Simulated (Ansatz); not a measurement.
**BCCD(T)/def2-TZVPPD run of GeH2 (SMILES [GeH2])**

Aim: the energy change on altering one bond length of GeH2 at BCCD(T)/def2-TZVPPD, from 2 runs. 

The results are computed with Ansatz 0.2.0.

34 further runs of the same task are left out: 34 set aside as unsound or not needed.

### 1 The molecule

GeH2: 3 atoms, total charge 0, spin state singlet. SMILES: `[GeH2]`. The shape is that of a PBE0-D4/def2-TZVP optimisation.

Bond lengths: Ge1–H2 1.595 Å, Ge1–H3 1.594 Å. Angles: H2–Ge1–H3 90.6°.

### 2 The energy at BCCD(T)/def2-TZVPPD

job.yaml reads:

```yaml
crystal:
  periodic: [false, false, false]
  atoms:
    - {symbol: Ge, position_ang: [-0.570100, 0.405100, -0.263700]}
    - {symbol: H, position_ang: [0.783000, 0.743600, 0.509000]}
    - {symbol: H, position_ang: [-0.212900, -1.148700, -0.245300]}
basis:
  gaussian:
    orbitals: def2-TZVPPD.json
correlation:
  method: bccd_t
  frozen_orbitals: {Ge: 9, H: 0}
accuracy: high
scf:
  omitted_lower_state_checks: [cluster_reference, increment]
```

The basis set def2-TZVPPD is read from a file made from the Basis Set Exchange's data (not shown).

On the command line:

```console
ansatz run job.yaml --threads 1 --pin off --max-ram 3480MiB --events-out events.jsonl --progress --plain --runs-dir runs
```

Standard output, cut to the lines that bear on the results:

```text
Warning: RAYON_NUM_THREADS=1 ignored (pool sized by the plan → 1); use --threads N
Functional definition: HF
  name "HF"
[...]
1286 factors; integrals over basis functions are off by at most 4.5e-9 eV
[...]
mean field -56503.81218867 eV, -2076.4767982741 hartree, gradient 7.3e-8 eV, S^2 0.000000; 0 other end points of the search recorded, 0 dependent functions left out; unrestricted orbitals would lower it
9 core orbitals not correlated: weight in the atoms' cores, before any rotation towards them, 1.000 or more for the frozen orbitals, at most 0.000 for the correlated occupied ones
reference -56503.81218867 eV, -2076.4767982741 hartree; 8, 8 occupied and 71, 71 virtual orbitals, 1286 factors
second order -6.55186434 eV of doubles, -0.00000000 eV of singles
cycle   1  -6.63887365 eV  change   -8.7e-2 eV  update   7.3e-2
[...]
cycle  21  -6.96764034 eV  change  -2.9e-10 eV  update  3.8e-10
perturbative correction -0.25691730 eV, -0.0094415368 hartree
Total energy: -56511.03674631 eV, -2076.7422958705 hartree
Checks for a lower state left out: cluster_reference, increment
```

Run time: 6 s. Hardware: 1 thread of Arm Neoverse V2, shared host; peak memory 0.45 GiB.

### 3 The distorted shape at the same level

job.yaml reads:

```yaml
crystal:
  periodic: [false, false, false]
  atoms:
    - {symbol: Ge, position_ang: [-0.623680, 0.638169, -0.266460]}
    - {symbol: H, position_ang: [0.729420, 0.976669, 0.506240]}
    - {symbol: H, position_ang: [-0.212900, -1.148700, -0.245300]}
basis:
  gaussian: {orbitals: def2-TZVPPD.json}
correlation: {method: bccd_t, frozen_orbitals: {Ge: 9, H: 0}}
accuracy: high
scf: {omitted_lower_state_checks: [cluster_reference, increment]}
```

The basis set def2-TZVPPD is read from a file made from the Basis Set Exchange's data (not shown).

On the command line:

```console
ansatz run job.yaml --threads 1 --pin off --max-ram 3480MiB --events-out events.jsonl --progress --plain --runs-dir runs
```

Standard output, cut to the lines that bear on the results:

```text
Warning: RAYON_NUM_THREADS=1 ignored (pool sized by the plan → 1); use --threads N
Functional definition: HF
  name "HF"
[...]
1275 factors; integrals over basis functions are off by at most 4.7e-9 eV
[...]
mean field -56503.48202082 eV, -2076.4646648294 hartree, gradient 1.7e-8 eV, S^2 0.000000; 0 other end points of the search recorded, 0 dependent functions left out; unrestricted orbitals would lower it
9 core orbitals not correlated: weight in the atoms' cores, before any rotation towards them, 1.000 or more for the frozen orbitals, at most 0.000 for the correlated occupied ones
reference -56503.48202082 eV, -2076.4646648294 hartree; 8, 8 occupied and 71, 71 virtual orbitals, 1275 factors
second order -6.53150448 eV of doubles, -0.00000000 eV of singles
cycle   1  -6.64230178 eV  change   -1.1e-1 eV  update   7.6e-2
[...]
cycle  21  -6.98956924 eV  change   -1.2e-9 eV  update   1.3e-9
perturbative correction -0.26417931 eV, -0.0097084105 hartree
Total energy: -56510.73576937 eV, -2076.7312351717 hartree
Checks for a lower state left out: cluster_reference, increment
```

It took 5.7 s on 1 thread of Arm Neoverse V2, shared host; peak memory 0.45 GiB.

### 4 Results

At BCCD(T)/def2-TZVPPD, 9 core orbitals frozen:

| quantity | value |
| --- | --- |
| first shape: total energy | -2076.74230 Eh |
| first shape: correlation energy (9 core orbitals frozen) | -265.5 mEh |
| first shape: (T) correction | -9.44 mEh |
| distorted shape: total energy | -2076.73124 Eh |
| distorted shape: correlation energy (9 core orbitals frozen) | -266.6 mEh |
| distorted shape: (T) correction | -9.71 mEh |
| energy change with the Ge1–H3 bond stretched from 1.594 to 1.834 Å | 0.301 eV |

What this shows: With the Ge1–H3 bond stretched from 1.594 to 1.834 Å the energy rises by 0.30 eV (29.0 kJ/mol). The first shape isn't relaxed at this level, so the change isn't measured from a minimum. The restricted solution (first shape) is unstable to spin breaking: an unrestricted one lies lower. The triples (first shape) make up 3.6 % of the correlation energy. The restricted solution (distorted shape) is unstable to spin breaking: an unrestricted one lies lower. The triples (distorted shape) make up 3.6 % of the correlation energy.
